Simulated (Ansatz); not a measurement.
# In2CuO4: the cost of one run

Method: DFT LDA+U (U_eff = 5 eV on Cu d), plane waves, PAW, in Ansatz 0.2.0.

1 further run of the same task is left out (it didn't finish). Runs told in other sessions of the task aren't counted.

## (1) The structure to begin with

It takes space group I4/mmm (No. 139, tetragonal). Conventional cell: a = 3.957 Å, b = 3.957 Å, c = 12.080 Å, α = 90.00°, β = 90.00°, γ = 90.00°. In (site symmetry 4mm) is surrounded by 8 O at 2.34 to 2.66 Å. Cu (site symmetry 4/mmm) is surrounded by 4 O at 1.98 Å. O (site symmetry mmm) has 2 Cu at 1.98 Å and 4 In at 2.66 Å in its first shell of neighbours. O (site symmetry -4m2) has 4 In at 2.34 Å in its first shell of neighbours.

As a file:

```
CELL_PARAMETERS angstrom
-1.97850 1.97850 6.04000
1.97850 -1.97850 6.04000
1.97850 1.97850 -6.04000
ATOMIC_POSITIONS crystal
In 0.35290 0.35290 0.00000
In 0.64710 0.64710 0.00000
Cu 0.00000 0.00000 0.00000
O 0.50000 0.00000 0.50000
O 0.00000 0.50000 0.50000
O 0.75000 0.25000 0.50000
O 0.25000 0.75000 0.50000
```

## (2) Ferromagnetic start, free, symmetry kept, no search

input.yaml reads:

```yaml
crystal:
  lattice:
    - [-1.97849994, 1.97849994, 6.03999983]
    - [1.97849994, -1.97849994, 6.03999983]
    - [1.97849994, 1.97849994, -6.03999983]
  atoms:
    - { symbol: In, position: [0.3529, 0.3529, 0.0] }
    - { symbol: In, position: [0.6471, 0.6471, 0.0] }
    - { symbol: Cu, position: [0.0, 0.0, 0.0], spin: 1.0 }
    - { symbol: O, position: [0.5, 0.0, 0.5] }
    - { symbol: O, position: [0.0, 0.5, 0.5] }
    - { symbol: O, position: [0.75, 0.25, 0.5] }
    - { symbol: O, position: [0.25, 0.75, 0.5] }
basis:
  ecutwfc: 420
  ecutrho_ratio: 4
kpoints:
  mp_grid: { grid: [7, 7, 7] }
hamiltonian:
  xc: lda
  hubbard: { sites: [{ site: 2, l: d, u_eff: 5.0 }] }
scf:
  occupations: { method: gaussian, width: 0.05 }
  lower_state_search: "off"
  max_iter: 150
output:
  forces: true
  stress: true
  eigenvalues: true
  populations: true
  hubbard: { sites: [{ site: 2, l: d }] }
magnetization:
  spin_polarized: true
```

Started as:

```sh
$ ansatz run input.yaml --threads 4 --pin off --max-ram 6144MiB --backend cpu --events-out ev --progress --plain --runs-dir out
```

Q: Estimate wall time and peak memory on 4 threads of Arm Neoverse V1, shared host.

About 18 s, with a peak of 0.68 GiB.
